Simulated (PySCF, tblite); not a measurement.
# C₄H₉BFP: geometry, infrared bands and NMR shifts

What infrared bands and NMR shifts should C₄H₉BFP (`C=C(CF)B(C)P`) show?

Computed with tblite 0.8.0 and PySCF 2.14.0, with density-fitted response routines of our own, on a single molecule in the gas phase. Atoms count from 0, in the outputs and in this text.

### 1 Starting geometry

16 atoms, charge 0, multiplicity 1; geometry from: force field or distance geometry start.

Bonds of the start (Å): C0–C1 1.33, C1–C2 1.48, C2–F3 1.41, C1–B4 1.58, B4–C5 1.60, B4–P6 1.92, C0–H7 1.08, C0–H8 1.07, C2–H9 1.13, C2–H10 1.09, C5–H11 1.10, C5–H12 1.11, C5–H13 1.11, P6–H14 1.46, P6–H15 1.44.

### 2 Geometry optimisation with GFN2-xTB

What the job is given:

```
{"job": {"kind": "relax", "xc": "GFN2-xTB", "basis": "xTB"}, "charge": 0, "multiplicity": 1}
C     -0.960400     0.638000    -1.459600
C     -0.791700     0.097600    -0.258300
C     -1.952000    -0.494400     0.440700
F     -3.077400    -0.320800    -0.398700
B      0.640700     0.082100     0.408500
C      1.454500    -1.268200     0.155000
P      1.482400     1.791600     0.637100
H     -1.941400     0.659000    -1.914200
H     -0.122300     1.068300    -1.974300
H     -2.154100     0.012600     1.429400
H     -1.795400    -1.559200     0.617300
H      2.426600    -1.077100    -0.330100
H      0.867800    -1.959800    -0.482300
H      1.635900    -1.801500     1.106500
H      1.522700     2.229800     2.024200
H      2.756500     1.911000    -0.012600
```

Command:

```console
$ OMP_NUM_THREADS=1 python probes_run.py task.json out
```

The driver reads the jobs from task.json and runs them one after another.

**Question.** This job is followed by: GFN2-xTB harmonic vibrations, gas phase; GIAO PBE0/pcSseg-1 NMR shielding, non-relativistic, gas phase. What will the session give for the following? strongest single infrared mode (GFN2-xTB); zero-point energy (GFN2-xTB); ¹³C shifts against TMS (PBE0/pcSseg-1); ¹H shifts against TMS (PBE0/pcSseg-1, means over atoms taken as alike); ¹⁹F shifts against CFCl3 (PBE0/pcSseg-1); ¹¹B shifts against BF3·OEt2 (PBE0/pcSseg-1); ³¹P shifts against H3PO4 (PBE0/pcSseg-1).

The runs gave:

| quantity | value |
| --- | --- |
| strongest single infrared mode (GFN2-xTB) | 996 cm⁻¹, 156 km/mol |
| zero-point energy (GFN2-xTB) | 74.7 kcal/mol |
| ¹³C shifts against TMS (PBE0/pcSseg-1) | 161.5, 138.5, 87.4, 13.1 ppm |
| ¹H shifts against TMS (PBE0/pcSseg-1, means over atoms taken as alike) | 6.60, 6.38, 5.42, 2.53, 1.06 ppm |
| ¹⁹F shifts against CFCl3 (PBE0/pcSseg-1) | -260.7 ppm |
| ¹¹B shifts against BF3·OEt2 (PBE0/pcSseg-1) | 84.8 ppm |
| ³¹P shifts against H3PO4 (PBE0/pcSseg-1) | -198.9 ppm |

What this shows: Relaxing lowered the energy by 1.372 eV in 131 steps; the close pair that moved most is P6–H14, from 1.455 to 1.381 Å. No mode is imaginary among the 42: a minimum at this level. The strongest single mode, at 996 cm⁻¹, has its largest shares on B4, H8 and H7 (the list is cut at 3 atoms). GFN2-xTB is a fitted tight-binding method: band positions and strengths are rough. Its intensities can rank the bands wrongly. C1 (fully substituted alkene carbon) lies farthest downfield among carbon, at 161.5 ppm; as expected for a trigonal carbon in a double bond. At PBE0/pcSseg-1: The largest span, 246 ppm, is at C1, where the paramagnetic term is -238 ppm.
